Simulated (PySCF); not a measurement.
# CH7BPS− (SMILES CS[BH2-]P): levels of theory compared

We compute a comparison of 6 runs (HF/def2-SVP, B3LYP/6-31G, B3LYP/6-31G*, PBE/6-31+G*, PBE0/def2-SVP) of CH7BPS−. The job is set up through a Python script.

The calculation is run with PySCF 2.14.0.

## 1. The system as given

CH7BPS−: 11 atoms, total charge -1, spin state singlet. SMILES: `CS[BH2-]P`. The coordinates come from a GFN2-xTB relaxation. This is one conformer, not always the lowest.

Bond lengths: C1–S2 1.819 Å, S2–B3 1.929 Å, B3–P4 1.993 Å, C1–H5 1.090 Å, C1–H6 1.089 Å, C1–H7 1.087 Å, B3–H8 1.198 Å, B3–H9 1.202 Å, P4–H10 1.384 Å, P4–H11 1.383 Å. Some angles: C1–S2–B3 99.2°, S2–B3–P4 110.5°, S2–C1–H5 109.1°, S2–C1–H6 109.3°, S2–C1–H7 108.5°, S2–B3–H8 106.9°, S2–B3–H9 108.3°, P4–B3–H8 107.4°, P4–B3–H9 109.8°, B3–P4–H10 99.4°.

## 2. Energy and gradient at HF/def2-SVP (run 1)

geometry.xyz

```xyz
11
CH7BPS
C      0.147270     1.770950    -0.217990
S      0.469640     0.913130     1.353030
B     -0.249920    -0.821450     0.911960
P      0.774010    -1.639310    -0.590180
H      0.723090     1.292550    -1.010330
H     -0.915180     1.710030    -0.449380
H      0.449270     2.809920    -0.111370
H     -0.093560    -1.518990     1.873160
H     -1.400430    -0.683500     0.593270
H      0.109700    -1.061580    -1.658580
H     -0.013900    -2.771740    -0.693600
```

job.py

```python
# CS[BH2-]P
from pyscf import gto

system = gto.M(
    atom='geometry.xyz',
    verbose=4,
    max_memory=1860,
    basis='def2-svp',
    charge=-1,
)

myscf = system.RHF()
myscf.conv_tol = 1e-10
myscf.kernel()
if not myscf.converged:
    myscf = myscf.newton().run(myscf.mo_coeff, myscf.mo_occ)

e_tot = myscf.e_tot
print('E = %.10f Eh' % e_tot)
grad = myscf.nuc_grad_method().kernel()
myscf.analyze()
```

Started as:

```
$ OMP_NUM_THREADS=1 python job.py
```

The program printed:

```text
PySCF version 2.14.0

[... 97 lines left out ...]
MO #9   energy= -6.4075892288742   occ= 2
[... 17 lines left out ...]
MO #27  energy= 0.359945520759703  occ= 0
[... 17 lines left out ...]
MO #45  energy= 0.894609441205277  occ= 0
[... 17 lines left out ...]
MO #63  energy= 1.29648128785375   occ= 0
[... 17 lines left out ...]
MO #81  energy= 2.17415332162756   occ= 0
[... 17 lines left out ...]
MO #99  energy= 3.443263410797     occ= 0
[... 114 lines left out ...]
WARN: System has nonzero charge -1; the dipole moment is origin-dependent.
Location of origin: [0. 0. 0.]

Dipole moment(X, Y, Z, Debye): -1.60034,  2.69958, -3.37105
```

Wall time 29 s (1 thread of Intel Xeon at 2.50GHz (Skylake/Cascade Lake), shared host); peak memory 0.21 GiB.

## 3. Energy and gradient at B3LYP/6-31G (run 2)

calc.py

```python
import pyscf.grad
from pyscf import gto, dft

system = gto.M(
    atom='''
C        0.147270       1.770950      -0.217990
S        0.469640       0.913130       1.353030
B       -0.249920      -0.821450       0.911960
P        0.774010      -1.639310      -0.590180
H        0.723090       1.292550      -1.010330
H       -0.915180       1.710030      -0.449380
H        0.449270       2.809920      -0.111370
H       -0.093560      -1.518990       1.873160
H       -1.400430      -0.683500       0.593270
H        0.109700      -1.061580      -1.658580
H       -0.013900      -2.771740      -0.693600
''',
    max_memory=1860,
    verbose=4,
    basis='6-31g',
    charge=-1,
    spin=0,
)

mf = dft.RKS(system, xc='b3lyp')
mf.grids.level = 5
mf.conv_tol = 1e-10
mf.kernel()
if not mf.converged:
    mf = mf.newton().run(mf.mo_coeff, mf.mo_occ)

energy = mf.e_tot
print('Final energy', energy)
grad = mf.Gradients().kernel()
dip = mf.dip_moment()
pop, q = mf.mulliken_pop()
```

Started as:

```
$ OMP_NUM_THREADS=1 python calc.py
```

The program printed:

```text
PySCF version 2.14.0

[... 79 lines left out ...]
converged SCF energy = -806.695732970705
Final energy -806.6957329707046
[... 13 lines left out ...]
WARN: System has nonzero charge -1; the dipole moment is origin-dependent.
[... 2 lines left out ...]
Dipole moment(X, Y, Z, Debye): -2.40769,  2.43907, -3.67610
[... 70 lines left out ...]
charge of   10H =     -0.08359
```

Wall time 65 s (1 thread of Intel Xeon at 2.50GHz (Skylake/Cascade Lake), shared host); peak memory 0.59 GiB.

Runs 3 to 5 aren't shown in full; the table further down has their settings and results.

## 4. Energy and gradient at PBE0/def2-SVP (run 6)

input.py

```python
import pyscf.grad
from pyscf import gto, dft

mol = gto.Mole()
mol.atom = [
    ('C', (0.147270, 1.770950, -0.217990)),
    ('S', (0.469640, 0.913130, 1.353030)),
    ('B', (-0.249920, -0.821450, 0.911960)),
    ('P', (0.774010, -1.639310, -0.590180)),
    ('H', (0.723090, 1.292550, -1.010330)),
    ('H', (-0.915180, 1.710030, -0.449380)),
    ('H', (0.449270, 2.809920, -0.111370)),
    ('H', (-0.093560, -1.518990, 1.873160)),
    ('H', (-1.400430, -0.683500, 0.593270)),
    ('H', (0.109700, -1.061580, -1.658580)),
    ('H', (-0.013900, -2.771740, -0.693600)),
]
mol.max_memory = 1860
mol.basis = 'def2-svp'
mol.spin = 0
mol.verbose = 3
mol.charge = -1
mol.build()

calc0 = dft.RKS(mol, xc='pbe0')
calc0.conv_tol = 1e-10
calc0.grids.level = 5
calc0.kernel()
if not calc0.converged:
    calc0 = calc0.newton().run(calc0.mo_coeff, calc0.mo_occ)

e_tot = calc0.e_tot
print(f'total energy: {e_tot:.8f} hartree')
grad = calc0.Gradients().kernel()
calc0.analyze()
```

Started as:

```
$ OMP_NUM_THREADS=1 python input.py
```

The program printed:

```text
converged SCF energy = -806.126023227717
[... 23 lines left out ...]
MO #14  energy= -0.468542921748041 occ= 2
[... 16 lines left out ...]
MO #31  energy= 0.30513778657367   occ= 0
[... 16 lines left out ...]
MO #48  energy= 0.778896424438047  occ= 0
[... 16 lines left out ...]
MO #65  energy= 1.18172878194252   occ= 0
[... 16 lines left out ...]
MO #82  energy= 1.93069553248236   occ= 0
[... 16 lines left out ...]
MO #99  energy= 3.10803148620456   occ= 0
[... 13 lines left out ...]
WARN: System has nonzero charge -1; the dipole moment is origin-dependent.
Location of origin: [0. 0. 0.]

Dipole moment(X, Y, Z, Debye): -1.62766,  2.68359, -3.29075
```

It took 1.9 min on 1 thread of Intel Xeon at 2.50GHz (Skylake/Cascade Lake), shared host; peak memory 0.97 GiB.

## 5. All runs side by side

```tsv
run	level	integration grid	Cartesian functions	energy (Eh)	HOMO energy (eV)	LUMO energy (eV)	HOMO–LUMO gap (eV)	wall time
1	HF/def2-SVP	–	no	-804.638099	-3.31	8.86	12.17	29 s
2	B3LYP/6-31G	5	no	-806.695733	-0.49	6.21	6.70	65 s
3	B3LYP/6-31G* (spherical functions)	5	no	-806.761113	-0.41	6.05	6.46	80 s
4	B3LYP/6-31G* (Cartesian functions)	5	yes	-806.767619	-0.41	6.05	6.46	78 s
5	PBE/6-31+G* (spherical functions)	5	no	-806.288516	-0.01	2.98	2.99	1.9 min
6	PBE0/def2-SVP	5	no	-806.126023	-0.62	5.87	6.49	1.9 min
```

## 6. Outcome

| quantity | value |
| --- | --- |
| run 6: total energy | -806.12602 Eh |
| run 6: HOMO energy | -0.62 eV |
| run 6: LUMO energy | 5.87 eV |
| run 6: HOMO–LUMO gap (to an unbound level, set by the basis) | 6.49 eV |
| run 6: largest force on an atom | 1.575 eV/Å |

In words: The HOMO–LUMO gap runs from 2.99 eV (PBE/6-31+G*) to 12.17 eV (HF/def2-SVP). The two ends differ in method and basis. The empty levels of an anion lie above zero and hang on the basis. Totals of different functionals can't be ranked against each other. All runs together took 8 min, the longest 1.9 min.
